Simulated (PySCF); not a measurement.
**[PbI2]2+: other functionals and bases at one geometry**

One table from this session's results is given with a row withheld; the runs are named, their logs left out.

The runs use PySCF 2.14.0; several levels, as the steps say, no spin–orbit coupling.

1 further run of the same task is left out (for a known fault of the program).

### The system as given

3 atoms, charge 2, spin multiplicity 1.

Bond lengths: Pb1–I2 2.642 Å, Pb1–I3 2.642 Å. Angles: I2–Pb1–I3 179.9°.

As a file:

```xyz
3

Pb    0.00000    0.00000    0.13045
I     2.64205    0.00000    0.12819
I    -2.64205    0.00000    0.12819
```

Formal oxidation states: Pb +4. An earlier session relaxed this geometry at PBE0, Pb def2-SVP with ECP60, I def2-SVP with ECP28 (singlet, point group D∞h).

At PBE0 on the finer grid: E = -787.568684 Eh, HOMO -18.18 eV, LUMO -15.50 eV, Mulliken charge on Pb1 +0.99 e, largest force component 0.004 eV/Å. 

Levels to run: TPSS; CAM-B3LYP; PBE0, TZVP. Hardware: 2 threads of Intel Xeon at 2.50GHz (Skylake/Cascade Lake), shared host.

Set-up of the first run:

Contents of run.py (the lines that set the calculation):

```python
mol = gto.M(atom='''
Pb     0.00000     0.00000     0.13045
I      2.64205     0.00000     0.12819
I     -2.64205     0.00000     0.12819''',
    basis={'Pb': 'def2-SVP', 'I': 'def2-SVP'},
    ecp={'Pb': 'def2-SVP', 'I': 'def2-SVP'},
    charge=2, spin=0)
mf = dft.RKS(mol, xc='TPSS')
mf.grids.atom_grid = (75, 302)
mf = mf.density_fit()  # fitting sets: Pb def2-universal-JKFIT, I def2-universal-JKFIT
mf.conv_tol = 1e-08; mf.max_cycle = 55
mf.kernel(dm0)  # dm0: the density of the relaxed state
```

The run is started by

```
OMP_NUM_THREADS=2 python run.py
```

Among the steps run: TPSS; CAM-B3LYP; PBE0, TZVP.

One table of the session follows, with a row left open; its other results are not shown here.

```
              level  HOMO (eV)  gap (eV)  charge on Pb1 (e)  largest force component (eV/Å)
PBE0 (relaxed here)     -18.18      2.68               0.99                            0.00
               TPSS          ?         ?                  ?                               ?
          CAM-B3LYP     -19.37      4.80               0.97                            0.00
         PBE0, TZVP     -18.08      2.83               1.08                            0.34
```

Q: Estimate the row for TPSS from the others.

As computed: HOMO (eV): -17.18; gap (eV): 1.07; charge on Pb1 (e): 0.97; largest force component (eV/Å): 0.28. In the column «HOMO (eV)» it is the highest.

In one basis the HOMO–LUMO gap runs from 1.07 eV (TPSS) to 4.80 eV (CAM-B3LYP). The largest leftover force, 0.34 eV/Å with PBE0, TZVP, stands at a geometry relaxed at another level. Total energies of different levels can't be compared.
